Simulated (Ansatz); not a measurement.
Consider a ranking of structure types by relaxed energy of GdCd on several prototypes (Ansatz's Python interface).

Script `prototypes_gdcd.py`:
```python
"""Structural preference of GdCd among simple prototypes."""

import warnings

import ansatz as az
import numpy as np
import spglib


def rocksalt(first, second, a):
    return az.Crystal.rocksalt(first, second, a=a)


def zincblende(a_site, b_site, a):
    return (
        az.Lattice.fcc(a)
        .space_group(216)
        .atom(a_site, [0, 0, 0])
        .atom(b_site, [0.25, 0.25, 0.25])
        .primitive()
    )


def cscl(a_site, b_site, a):
    return (
        az.Lattice.cubic(a)
        .space_group(221)
        .atom(a_site, [0, 0, 0])
        .atom(b_site, [0.5, 0.5, 0.5])
    )


def run_phase(name, crystal):
    calc = (
        crystal.calculation()
        .functional("r2SCAN")
        .basis(41 * az.Ry)
        .kpoints(spacing=0.3)
        .occupations("cold", width=0.05)
        .spin("collinear")
        .stress()
        .band_table()
    )
    calc = calc.relax(force_tolerance=0.03, max_steps=30, cell=True)
    return calc.run()


def space_group(outcome):
    sites = outcome.report["lattice"]["sites"]
    kinds = sorted({site["symbol"] for site in sites})
    cell = (outcome.lattice.cell_ang, [site["position_frac"] for site in sites], [kinds.index(site["symbol"]) for site in sites])
    return spglib.get_spacegroup(cell, symprec=0.01)


def pressure_gpa(outcome):
    return float(np.trace(outcome.report["stress_gpa"]) / 3)


def main() -> None:
    # a is a first guess in angstrom
    warnings.simplefilter("ignore")

    phases = {}
    phases["rocksalt"] = rocksalt("Gd", "Cd", 6.11).moments(Gd=7.0)
    phases["zincblende"] = zincblende("Gd", "Cd", 6.53).moments(Gd=7.0)
    phases["CsCl"] = cscl("Gd", "Cd", 3.76).moments(Gd=7.0)

    done = {}
    for name, crystal in phases.items():
        try:
            done[name] = run_phase(name, crystal)
        except az.NonConvergedError as error:
            print(name, "did not converge:", str(error)[:120])

    energy = {name: o.report["energy_sigma0_ev"] / len(o.lattice.sites) for name, o in done.items()}
    lowest = min(energy.values())
    rows = [(name, len(o.lattice.sites), 1000 * (energy[name] - lowest), space_group(o), pressure_gpa(o), abs(o.report["magnetization_mub"]) / len(o.lattice.sites)) for name, o in done.items()]
    rows.sort(key=lambda row: row[2])
    print("     phase       atoms  dE (meV/atom)  space group     P (GPa)  M (muB/atom)")
    for row in rows:
        print(f"{str(row[0]):>10}  {row[1]:10d}  {row[2]:13.1f}  {str(row[3]):>11}  {row[4]:10.2f}  {row[5]:12.2f}")
    print("order:", " < ".join(row[0] for row in rows))


if __name__ == "__main__":
    main()
```

Which of these structures comes out lowest, and how far apart are they?

By space group at the end of each run: Pm-3m (+0 meV an atom, 26.5 Å³), Fm-3m (+397 meV an atom, 30.5 Å³) and F-43m (+1089 meV an atom, 40.6 Å³).

What the script printed:

Running `python prototypes_gdcd.py` prints:
```text
     phase       atoms  dE (meV/atom)  space group     P (GPa)  M (muB/atom)
      CsCl           2            0.0  Pm-3m (221)        0.01          3.93
  rocksalt           2          397.1  Fm-3m (225)        0.01          4.06
zincblende           2         1089.5  F-43m (216)        0.02          4.05
order: CsCl < rocksalt < zincblende
```

What to keep in mind:
- Open f shells: without a Hubbard U, without spin-orbit coupling; the state reached hangs on the start and needn't be the lowest.
- For the metals among these phases the mesh is modest: differences between phases can be off by up to 40 meV an atom.
- Pressure is positive in compression.
- r2SCAN tends to overestimate the moments of itinerant magnets.
- The cells are built on prototypes, so most aren't the phase found in nature. Rows bear the name of their start, and a relaxation keeps or raises the symmetry. Differences under about 40 meV an atom lie within the error of mesh and functional.
- Finished in 3 min on 1 thread of Arm Neoverse V2 (shared host), peak memory 0.77 GiB.
